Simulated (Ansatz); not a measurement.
Born–Oppenheimer molecular dynamics of a periodic cell of 23 atoms, Na7Fe4O12 (host Na2FeO3, host structure C2/m, one Na atom removed), cell charge -1. It goes on from the last frame of an earlier run, with new velocities.

The calculation used DFT PBEsol, scalar-relativistic, plane waves, PAW (Ansatz 0.2.0). Settings: accuracy low, cutoff 420 eV, k mesh 1x1x2, fermi-dirac smearing 0.05 eV, spin collinear.

| Property | Result |
| --- | --- |
| ensemble | NVE (velocity Verlet) |
| time step | 1 fs |
| steps asked | 80 |
| starting velocities drawn for | 1120 K |
| seed | 119001 |

First frame:

```xyz
23
Lattice="0.8406 4.6435 5.4199 0.8406 -4.6435 5.4199 5.3488 0.0000 0.0000" Properties=species:S:1:pos:R:3
Na 4.249 0.032 2.807
Na 3.161 1.724 5.360
Na 3.571 -1.768 5.248
Fe 2.088 1.721 2.775
Fe 1.827 -1.466 2.723
O 0.988 -0.327 1.623
O 2.370 0.194 4.033
O 5.597 -1.806 3.749
O 5.597 1.810 3.647
O 4.364 -2.797 7.152
O 4.370 2.794 7.150
Na 0.583 -0.101 5.429
Na 2.539 -0.013 8.119
Na 1.373 -3.227 5.250
Na 0.078 3.223 5.428
Fe 5.184 1.485 8.183
Fe 5.397 -1.568 8.129
O 4.454 0.019 7.125
O 5.851 -0.138 9.139
O 3.077 2.868 3.670
O 2.785 -2.773 3.696
O 1.248 1.552 6.998
O 1.436 -1.812 7.029
```

(1) What does the run give?

(2) What happens to the structure?

(3) How do temperature and energy run in time?

Answers

(1) The run went to its last step.

- steps done: 80
- time covered: 80 fs
- mean temperature over the second half: 869 K
- spread of the potential energy over the second half: 17.8 meV per atom
- mean potential energy of the second half above the start: 31.1 meV per atom

The conserved energy stayed within 0.056 meV per atom of its start (net change -0.009 meV per atom), so the integration is sound. A run of 0.08 ps of so small a system gives no equilibrium averages. No Hubbard correction was used and the magnetic state wasn't searched. Limits of this set-up: coarse k mesh, low accuracy level, charged cell in a uniform background, uncorrected.

(2) Mean squared displacements from the first frame to the last, about the centre of mass: Na 0.20 Å², Fe 0.11 Å², O 0.08 Å². Another seed would give other details.

(3) 
```
time (fs)  T (K)  potential energy less start (eV)  conserved less start (meV/atom)
      0.0   1120                             0.000                             0.00
      4.0   1127                            -0.019                             0.00
      8.0   1107                             0.039                             0.02
     12.0   1111                             0.027                             0.03
     16.0   1143                            -0.066                             0.01
     20.0   1166                            -0.130                             0.01
     24.0   1180                            -0.171                             0.02
     28.0   1194                            -0.210                             0.01
     32.0   1186                            -0.186                             0.01
     36.0   1144                            -0.067                             0.02
     40.0   1077                             0.123                             0.02
     44.0    996                             0.353                             0.02
     48.0    913                             0.590                             0.03
     52.0    836                             0.808                             0.03
     56.0    767                             1.003                             0.02
     60.0    708                             1.172                             0.03
     64.0    683                             1.243                             0.05
     68.0    730                             1.110                             0.05
     72.0    856                             0.751                             0.03
     76.0   1024                             0.274                             0.01
     80.0   1180                            -0.170                            -0.01
```

The run took 22 min on 1 thread of Arm Neoverse V2, on a shared host, peak memory 0.89 GiB.
